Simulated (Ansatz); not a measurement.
## Zn2CuNi, space group P4/mmm: a fixed-spin-moment curve, step by step

Computed with the Ansatz DFT code, driven from Python.

Interactive session:
```pycon
>>> import ansatz as az
>>> import pandas as pd
>>> from pymatgen.core import Lattice, Structure
>>> from pymatgen.io.ase import AseAtomsAdaptor
>>> pmg_structure = Structure(
...     Lattice([(2.755876, 0.0, 0.0), (0.0, 2.755876, 0.0), (0.0, 0.0, 6.347623)]),
...     ['Zn', 'Zn', 'Cu', 'Ni'],
...     [
...         (0.5, 0.5, 0.258643),
...         (0.5, 0.5, 0.741357),
...         (0.0, 0.0, 0.0),
...         (0.0, 0.0, 0.5),
...     ],
... )
>>> cell = az.Crystal.from_ase(AseAtomsAdaptor.get_atoms(pmg_structure))
>>> len(cell.resolved().sites)
4
>>> calc = (
...     cell.calculation()
...     .pseudopotentials('paw')
...     .occupations('cold', width=0.1)
...     .basis(38 * az.Ry)
...     .kpoints(8, 8, 4)
...     .functional('PBEsol')
... )
>>> # a hard lock holds the total moment, with one Fermi level a spin
>>> rows = []
>>> for total in [0.0, 0.3, 0.6, 0.9, 1.2, 1.5, 1.8]:
...     r = calc.spin('collinear', total=total, lock='hard').run(threads=1, backend='cpu').report
...     up, down = r['spin_fermi_energies_ev']
...     rows.append((total, r['free_energy_ev'], up - down, r['absolute_magnetization_mub']))
...
RunWarning: this spin-polarised run has no starting moment large enough to seed its density, and nothing else in its deck makes the two spin channels differ, so an SCF from that start keeps the [...]
>>> reference = rows[0][1]
>>> rows = [(m, 1000 * (e - reference), split, size) for m, e, split, size in rows]
>>> print(pd.DataFrame(rows, columns=['total muB', 'F - F(0) meV', 'EF up - down eV', 'absolute muB']).round(4).to_string(index=False))
 total muB  F - F(0) meV  EF up - down eV  absolute muB
       0.0        0.0000           0.0000        0.0000
       0.3       15.0667           0.2734        0.3002
       0.6       78.1867           0.5245        0.6003
       0.9      187.2072           0.9131        0.9000
       1.2      350.5184           1.3393        1.2000
       1.5      573.2575           1.6709        1.5000
       1.8      873.8935           2.2120        1.8000
>>> best = min(rows, key=lambda row: row[1])
>>> print(f'lowest at {best[0]} muB per cell, {best[1]:.1f} meV against the first point')
lowest at 0.0 muB per cell, 0.0 meV against the first point
```

The lowest point lies at 0 μB a cell, the first of the scan; at 1.8 μB the energy is 874 meV above the lowest.

The mesh is modest for a metal, so energies can be off by several to tens of meV an atom and pressures by half a GPa or more; differences at equal mesh fare better. The structure comes from a database of computed cells and needn't be a stable or known phase. Warnings are shown shortened and without file and line. Only points where the Fermi levels of the two spins meet (minima, maxima and zero moment) are free solutions; a shallow minimum can lie between the points. The whole script took 2.5 min on 1 thread of Arm Neoverse V1 (shared host), peak memory 0.65 GiB.

(Lines on the test bed's own set-up are left out of the output.)
